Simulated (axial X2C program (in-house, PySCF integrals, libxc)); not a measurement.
# HTiH: bond lengths and stretches, held linear

How do method and spin–orbit coupling move the bonds and stretches of HTiH, held linear?

The runs use an in-house X2C program for linear molecules on PySCF integrals; all-electron X2C, two-component (2c) or spin-free, H dyall-v3z, Ti dyall-v3z.

All values are calculated.

2 further runs of the same task are left out: 2 set aside as unsound or not needed.

### 1 Set-up

task.json

```json
{"zs": [1, 22, 1], "q": 0, "bas": ["dyall-v3z", "dyall-v3z", "dyall-v3z"], "r0": [1.68, 1.68], "symm": 1, "scan": ["PBE0", "HF", "B3LYP"], "levels": ["PBE0", "HF", "LDA"], "nst": 2}
```

Keys: zs atomic numbers; q charge; bas basis sets; r0 starting distance in Å; symm equal bonds; scan levels of the two-bond scan (MP2 follows by itself at each HF point); levels methods; nst determinants followed.

Started as:

```console
$ python solin.py task.json out
```

Masses H 1.008, Ti 47.948, H 1.008 u.

### 2 Scan at PBE0, 2c

State: Ω = 1 (beyond evenly filled blocks: ω = -1/2, ω = 3/2). Energies above the lowest point, from the job's result record:

```tsv
r(H–Ti) (Å)	r(Ti–H) (Å)	E (meV)
1.7843	1.7843	20.30
1.7843	1.8300	9.38
1.7843	1.8757	16.22
1.8300	1.7843	9.38
1.8300	1.8300	0.00
1.8300	1.8757	8.27
1.8300	1.9215	31.71
1.8757	1.7843	16.22
1.8757	1.8300	8.27
1.8757	1.8757	17.87
1.9215	1.8300	31.71
1.9215	1.9215	68.32
```

A quadratic surface with cubic terms in each bond gives the minimum at 1.830 and 1.830 Å, force constants 1.35, 1.35 and coupling 0.10 mdyn/Å.

### 3 Scan at HF, 2c

State: Ω = 1 (beyond evenly filled blocks: ω = -1/2, ω = 3/2). Energies above the lowest point, from the job's result record:

```tsv
r(H–Ti) (Å)	r(Ti–H) (Å)	E (meV)
1.7843	1.7843	72.60
1.7843	1.8300	43.56
1.7843	1.8757	34.35
1.8300	1.7843	43.56
1.8300	1.8300	15.60
1.8300	1.8757	7.36
1.8300	1.9215	16.17
1.8757	1.7843	34.35
1.8757	1.8300	7.36
1.8757	1.8757	0.00
1.9215	1.8300	16.17
1.9215	1.9215	19.96
```

A quadratic surface with cubic terms in each bond gives the minimum at 1.872 and 1.872 Å, force constants 1.32, 1.32 and coupling 0.07 mdyn/Å.

### 4 Scan at B3LYP, 2c

State: Ω = 1 (beyond evenly filled blocks: ω = -1/2, ω = 3/2). Energies above the lowest point, from the job's result record:

```tsv
r(H–Ti) (Å)	r(Ti–H) (Å)	E (meV)
1.7843	1.7843	19.43
1.7843	1.8300	8.92
1.7843	1.8757	16.06
1.8300	1.7843	8.92
1.8300	1.8300	0.00
1.8300	1.8757	8.62
1.8300	1.9215	32.27
1.8757	1.7843	16.06
1.8757	1.8300	8.62
1.8757	1.8757	18.60
1.9215	1.8300	32.27
1.9215	1.9215	69.61
```

A quadratic surface with cubic terms in each bond gives the minimum at 1.829 and 1.829 Å, force constants 1.34, 1.34 and coupling 0.10 mdyn/Å.

### 5 The levels side by side

| level | r(H–Ti) (Å) | r(Ti–H) (Å) | lower stretch (cm⁻¹) | upper stretch (cm⁻¹) |
| --- | --- | --- | --- | --- |
| PBE0, 2c | 1.830 | 1.830 | 1478.3 | 1561.6 |
| HF, 2c | 1.872 | 1.872 | 1483.1 | 1529.5 |
| B3LYP, 2c | 1.829 | 1.829 | 1473.5 | 1560.8 |
| MP2, 2c | 1.814 | 1.814 | 1544.7 | 1612.3 |
| PBE0, spin-free | 1.830 | 1.830 | 1479.0 | 1562.1 |
| HF, spin-free | 1.871 | 1.871 | 1483.9 | 1530.3 |
| B3LYP, spin-free | 1.829 | 1.829 | 1474.2 | 1561.3 |
| MP2, spin-free | 1.814 | 1.814 | 1545.6 | 1613.2 |

Scans not shown above were run alike.

**Reading.** Over the levels the H–Ti bond spans 1.814 to 1.872 Å and the Ti–H bond 1.814 to 1.872 Å. At PBE0 spin–orbit coupling leaves both bonds unchanged to 0.001 Å. Each state is one determinant, the lowest of a limited PBE0 search; the stretches come from a fit to few points and are good to some per cent at best. MP2 freezes inner shells (threshold -2 hartree). The molecule was held linear; bending was not examined, so a bent shape may lie lower. Open-shell Ω = 0 determinants with evenly filled partner blocks cannot be reached by this program, so the Ω shown need not be the lowest component. Note: functional without a current term on a determinant with orbital currents, of the molecule or an atom. Note: several unpaired electrons, one determinant need not be a pure state.
